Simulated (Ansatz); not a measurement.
# H₂Br (doublet): wave-function methods side by side at distance H1–H2 along a hydrogen transfer = 0.926 Å, cc-pVDZ

How much of the correlation energy of H₂Br (doublet) does each wave-function method recover here?

Computed with Ansatz 0.2.0, Gaussian basis. Level: cc-pVDZ, core rule «outside noble gas», up to 14 orbitals frozen.

The runs, in order: UHF; CCSD(T) on ROHF; CCSD(T) on UHF; BCCD(T) on ROHF; CISD; CCSDT(Q) on ROHF; CCSDT(Q) on UHF; CCSDTQ on ROHF; CCSDTQ on UHF; CASSCF and MRCISD+Q, 3 electrons in 3 orbitals; CASSCF and NEVPT2, 3 electrons in 3 orbitals; CASSCF and MRCISD+Q, 9 electrons in 6 orbitals; CASSCF and NEVPT2, 9 electrons in 6 orbitals; Full CI.

## 1. The system

The geometry derives from fragments relaxed apart (PBE0/def2-TZVP) and kept rigid, so it is no stationary point. A hydrogen atom is moved between rigid fragments. No spin-orbit coupling is included. The filled d shell of Br may be among the frozen orbitals whatever the setting's name suggests; the logs give the count.

3 atoms, charge 0, spin multiplicity 2.

Atoms are counted from 1 here; the program's logs count them from 0.

Bond lengths: H2–Br3 1.665 Å.

## 2. UHF

Input file in.yaml:

```yaml
crystal:
  periodic: [false, false, false]
  atoms:
    - {symbol: H, position_ang: [0.000000, 0.000000, -1.172333]}
    - {symbol: H, position_ang: [0.000000, 0.000000, -0.246333]}
    - {symbol: Br, position_ang: [0.000000, 0.000000, 1.418667]}
basis:
  gaussian: {orbitals: cc-pVDZ}
magnetization: {spin_polarized: true, initial_magnetization: 1}
hamiltonian: {xc: hf}
output: {orbitals: {seedname: orbitals}}
```

Run with:

```sh
> ansatz run in.yaml --threads 1 --pin off --events-out ev --progress --plain --max-ram 4096MiB --backend cpu
```

After this run come: CCSD(T) on ROHF; CCSD(T) on UHF; BCCD(T) on ROHF; CISD; CCSDT(Q) on ROHF; CCSDT(Q) on UHF; CCSDTQ on ROHF; CCSDTQ on UHF; CASSCF and MRCISD+Q, 3 electrons in 3 orbitals; CASSCF and NEVPT2, 3 electrons in 3 orbitals; CASSCF and MRCISD+Q, 9 electrons in 6 orbitals; CASSCF and NEVPT2, 9 electrons in 6 orbitals; Full CI.

**Question.** What will the summary of the whole plan be? Wanted: FCI below the RHF energy; RMP2 from FCI; UMP2 from FCI; RCCSD from FCI; RCCSD(T) from FCI; UCCSD(T) from FCI; RCCSDT(Q) from FCI; UCCSDT(Q) from FCI; NEVPT2 pair from FCI.

The runs gave:

```
                         quantity                                                                                                  value
         FCI below the RHF energy                                                                                             -4.5129 eV
                    RMP2 from FCI                                                                                           +61.0 kJ/mol
                    UMP2 from FCI                                                                                           +64.8 kJ/mol
                   RCCSD from FCI                                                                                            +7.6 kJ/mol
                RCCSD(T) from FCI                                                                                            +1.5 kJ/mol
                UCCSD(T) from FCI                                                                                            +1.5 kJ/mol
               RCCSDT(Q) from FCI                                                                                             0.0 kJ/mol
               UCCSDT(Q) from FCI                                                                                             0.0 kJ/mol
             NEVPT2 pair from FCI                                                                                           +51.1 kJ/mol
          NEVPT2 valence from FCI                                                                                           +82.3 kJ/mol
        MRCISD+Q valence from FCI                                                                                            -0.3 kJ/mol
levels within 1 kcal/mol (43 meV)  RCCSD(T), UCCSD(T), BCCD(T), RCCSDT, UCCSDT, RCCSDT(Q), UCCSDT(Q), RCCSDTQ, UCCSDTQ, MRCISD+Q valence
                    T1 diagnostic                                                                                                  0.022
   effectively unpaired electrons                                                                                                   1.03
```

RCCSD(T) misses by +1.5 kJ/mol, 0.3 % of the correlation energy. MRCISD+Q valence falls below full CI: the +Q correction isn't variational, and the cores differ from full CI's. One determinant dominates. Of the multireference levels listed MRCISD+Q valence comes nearest in total energy (-0.3 kJ/mol), which doesn't show that its space is the better one. These misses are within one basis, not against nature; the frozen cores of restricted and unrestricted runs differ, which can shift their rows.
